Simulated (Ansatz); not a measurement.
**HfN (rocksalt): zero-pressure volume and bulk modulus with RPBE**

One table from this session's results is given with a row withheld; the runs are named, their logs left out.

Program: Ansatz 0.2.0. Level of theory: DFT RPBE, scalar-relativistic, plane waves, PAW. These are calculated values, not measurements.

**The starting structure**

Symmetry: Fm-3m, No. 225, cubic system. The conventional cell has a = 4.518 Å, b = 4.518 Å, c = 4.518 Å, α = 90.00°, β = 90.00°, γ = 90.00°. Around Hf (site symmetry m-3m) lie 6 N at 2.26 Å. N (site symmetry m-3m) has 6 Hf at 2.26 Å in its first shell of neighbours.

Coordinates:

```cif
data_structure
_symmetry_space_group_name_H-M 'P 1'
_symmetry_Int_Tables_number 1
_cell_length_a 3.1947
_cell_length_b 3.1947
_cell_length_c 3.1947
_cell_angle_alpha 60.000
_cell_angle_beta 60.000
_cell_angle_gamma 60.000
_cell_volume 23.06
loop_
_atom_site_label
_atom_site_type_symbol
_atom_site_fract_x
_atom_site_fract_y
_atom_site_fract_z
_atom_site_occupancy
Hf1 Hf 0.50000 0.50000 0.50000 1
N1 N 0.00000 0.00000 0.00000 1
```

An earlier run on this cell at PBE gave 5.44 GPa at 11.528 Å³/atom (10×10×10 mesh), metallic. The cell is compressed at this level.

Set-up of the first run:

File input.yaml:

```yaml
crystal:
  lattice:
    - [0.0, 2.2590026142, 2.2590026142]
    - [2.2590026142, 0.0, 2.2590026142]
    - [2.2590026142, 2.2590026142, 0.0]
  atoms:
    - { symbol: Hf, position: [0.5, 0.5, 0.5] }
    - { symbol: "N", position: [0.0, 0.0, 0.0] }
basis:
  ecutwfc: 420
  ecutrho_ratio: 4
kpoints:
  mp_grid: { grid: [10, 10, 10] }
hamiltonian:
  xc: rpbe
scf:
  occupations: { method: gaussian, width: 0.05 }
output:
  forces: true
  stress: true
  eigenvalues: true
```

Run with:

```
> ansatz run input.yaml --threads 4 --pin off --max-ram 8192MiB --backend cpu --events-out ev --progress --plain --runs-dir out
```

Among the steps run: At the given cell; Stepping to 12.304 Å³/atom; Stepping to 11.965 Å³/atom; Volume × 0.98 of the new zero; Volume × 1.02 of the new zero; Volume × 0.96 of the new zero; Volume × 1.04 of the new zero.

One of the session's tables, all rows but one given; the rest of the session is left out.

It belongs to the step «Energy and pressure against volume». 

```
volume (Å³/atom)  energy (meV/atom)  pressure (GPa)
          11.487              16.11           11.15
          11.726                  ?               ?
          11.965               0.00            0.03
          12.205               3.58           -4.71
          12.444              13.83           -8.98
```

Estimate the missing values for volume (Å³/atom) = 11.726.

Worked estimate for «energy (meV/atom)». A straight line through the neighbours (11.487, 16.11) and (11.965, 0.00) gives 16.11 + (0.00 − 16.11) × (11.726 − 11.487) / (11.965 − 11.487) = 8.05; a parabola fitted to 3 rows on both sides gives 4.19.

**Answer.** energy (meV/atom): 3.93; pressure (GPa): 5.30. In «energy (meV/atom)» the line misses by +4.12 and the parabola by +0.26.
